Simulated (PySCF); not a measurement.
# C8H6BrN (5-bromoindole): the cost of one run

Programs: PySCF 2.14.0, with routines of our own; each step states its level. All values are computed. Atoms count from 0.

### Step 1. The system as given

16 atoms, charge 0, multiplicity 1; geometry from: GFN2-xTB.

### Step 2. Relaxing the molecule at PBE0-D3(BJ)/def2-SVP

Job settings and geometry (Å):

```
{"job": {"xc": "PBE0", "basis": "def2-SVP", "d3": "d3bj", "grid": 2, "kind": "geom"}, "charge": 0, "multiplicity": 1}
Br     3.772391    -1.337932     0.300547
C      2.045059    -0.537187     0.127618
C      1.979308     0.833569    -0.135353
C      0.758194     1.456737    -0.269022
C     -0.385493     0.679116    -0.133885
N     -1.704410     1.014334    -0.215325
C     -2.462484    -0.105333    -0.012077
C     -1.656967    -1.180533     0.203893
C     -0.315807    -0.712349     0.132439
C      0.928352    -1.327733     0.266165
H      2.893394     1.397997    -0.233440
H      0.696977     2.515294    -0.471906
H     -2.062796     1.936709    -0.394780
H     -3.534079    -0.051654    -0.037441
H     -1.968989    -2.188069     0.391368
H      1.009752    -2.384020     0.469787
```

The run is started by

```
OMP_NUM_THREADS=1 python excited_run.py task.json out
```

This one command runs all jobs of the session in turn.

**Question.** How long does this first job take on 1 thread of Arm Neoverse V2, shared host, and how much memory does it need?

About 1.9 min, with a peak of 0.97 GiB.
